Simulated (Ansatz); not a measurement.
**CH4GaOS radical: a ladder of functionals and wavefunction methods**

How much do the methods differ for CH4GaOS radical? The plan is to run it at one geometry with functionals of several rungs and with coupled cluster, and see how far each lands from CCSD(T) at the basis-set limit for the atomisation energy.

Method: functionals in def2-TZVPP, the program's frozen cores in correlated methods; program: Ansatz 0.2.0, Gaussian basis.

Plan: LDA (SPW92), PBE-D4, revPBE-D4, BLYP-D4, r2SCAN-D4, B97M-V, PBE0-D4, B3LYP-D4, r2SCANh-D4, r2SCAN0-D4, HSE06-D4, BHLYP-D4, CAM-B3LYP-D4, LC-ωPBE, ωB97X-V, ωB97M-V, B2PLYP, PBE-QIDH; CCSD(T)/def2-SVP; CCSD(T)/def2-TZVPP; MP2/def2-QZVPP; extrapolation to the limit; RPA on PBE.

## (1) Structure used throughout

All runs share one geometry, relaxed beforehand with PBE0-D4 in a triple-zeta def2 set.

8 atoms, charge 0, spin multiplicity 2.

Atoms are counted from 1 here; the program's logs count them from 0.

Bond lengths: C1–O2 1.403 Å, C1–H5 1.095 Å, C1–H6 1.095 Å, C1–H7 1.097 Å, O2–Ga3 1.795 Å, Ga3–S4 2.236 Å, S4–H8 1.347 Å. Angles: O2–C1–H5 109.7°, O2–C1–H6 110.0°, O2–C1–H7 113.3°, H5–C1–H6 108.2°, H5–C1–H7 107.8°, H6–C1–H7 107.8°, C1–O2–Ga3 128.2°, O2–Ga3–S4 111.8°, Ga3–S4–H8 89.9°.

As a file:

```xyz
8
charge 0, multiplicity 2
C    -0.52631    1.27460    0.51915
O    -0.01838    0.14996   -0.14815
Ga    0.39081   -1.45768    0.53697
S     1.15327   -2.85899   -1.02982
H     0.13607    2.13130    0.35511
H    -1.51628    1.52819    0.12458
H    -0.62364    1.12881    1.60173
H     1.00447   -1.89620   -1.95957
```

## (2) LDA

This LDA is Slater exchange with PW92 correlation.

Contents of in.yaml:

```yaml
crystal:
  periodic: [false, false, false]
  atoms:
    - {symbol: C, position_ang: [-0.526315, 1.274600, 0.519151]}
    - {symbol: O, position_ang: [-0.018384, 0.149960, -0.148153]}
    - {symbol: Ga, position_ang: [0.390807, -1.457685, 0.536974]}
    - {symbol: S, position_ang: [1.153266, -2.858994, -1.029816]}
    - {symbol: H, position_ang: [0.136071, 2.131305, 0.355109]}
    - {symbol: H, position_ang: [-1.516281, 1.528194, 0.124578]}
    - {symbol: H, position_ang: [-0.623644, 1.128807, 1.601726]}
    - {symbol: H, position_ang: [1.004469, -1.896196, -1.959568]}
basis:
  gaussian: {orbitals: def2-TZVPP}
magnetization: {spin_polarized: true, initial_magnetization: 1}
hamiltonian: {xc: lda}
output: {orbitals: {seedname: orbitals}}
```

After this run come: PBE-D4 (GGA); revPBE-D4 (GGA); BLYP-D4 (GGA); r2SCAN-D4 (meta-GGA); B97M-V (meta-GGA); PBE0-D4 (hybrid); B3LYP-D4 (hybrid); r2SCANh-D4 (hybrid); r2SCAN0-D4 (hybrid); HSE06-D4 (hybrid); BHLYP-D4 (hybrid); CAM-B3LYP-D4 (range-separated); LC-ωPBE (range-separated); ωB97X-V (range-separated); ωB97M-V (range-separated); B2PLYP (double hybrid); PBE-QIDH (double hybrid); CCSD(T) in def2-SVP; CCSD(T) in def2-TZVPP; MP2 in def2-QZVPP; RPA on PBE orbitals.

Q: Predict the results of all the runs planned. Wanted: atomisation energy, CCSD(T)/CBS; farthest beyond LDA; mean size of error, GGA; mean size of error, meta-GGA; mean size of error, hybrid; mean size of error, range-separated; mean size of error, double hybrid; gap, smallest and largest; T1 diagnostic.

As calculated:

```
                               quantity                                                                                                                   value
        atomisation energy, CCSD(T)/CBS                                                                                                           2605.7 kJ/mol
 functionals within 26.1 kJ/mol (1.0 %)  revPBE-D4, BLYP-D4, B97M-V, PBE0-D4, B3LYP-D4, r2SCANh-D4, HSE06-D4, CAM-B3LYP-D4, LC-ωPBE, ωB97X-V, ωB97M-V, PBE-QIDH
                    farthest beyond LDA                                                                                                BHLYP-D4 (-100.1 kJ/mol)
                mean size of error, GGA                                                                                                             26.5 kJ/mol
           mean size of error, meta-GGA                                                                                                             22.3 kJ/mol
             mean size of error, hybrid                                                                                                             24.9 kJ/mol
    mean size of error, range-separated                                                                                                              6.6 kJ/mol
      mean size of error, double hybrid                                                                                                             22.7 kJ/mol
              gap, smallest and largest                                                                                0.79 eV (LDA (SPW92)), 7.86 eV (LC-ωPBE)
                          T1 diagnostic                                                                                                                  0.0169
triples share of the correlation energy                                                                                                                   4.1 %
```

**Reading.** LDA overbinds by 426.4 kJ/mol (16 %). PBE-D4 is off by +62.5 kJ/mol. Double hybrids carry the basis error of their MP2 part in triple zeta, and no dispersion term here, so their miss is partly the set-up's. The rungs range-separated, meta-GGA, double hybrid, hybrid miss on average by less than the doubt on the reference (26.1 kJ/mol), so they tie. The reference freezes the cores and leaves out relativity and excitations past (T), and its outer-core shells are covered unevenly, so misses under about 26.1 kJ/mol can't be ranked. Hartree-Fock recovers 71 % of the binding; the rest is correlation. CCSD(T) in def2-SVP is off by -155.4 kJ/mol, so the small basis spoils what the method gains. Orbital gaps span 0.8 to 7.9 eV; exact exchange widens them. Correlated methods include outer-core shells of Ga, which these sets cover unevenly.
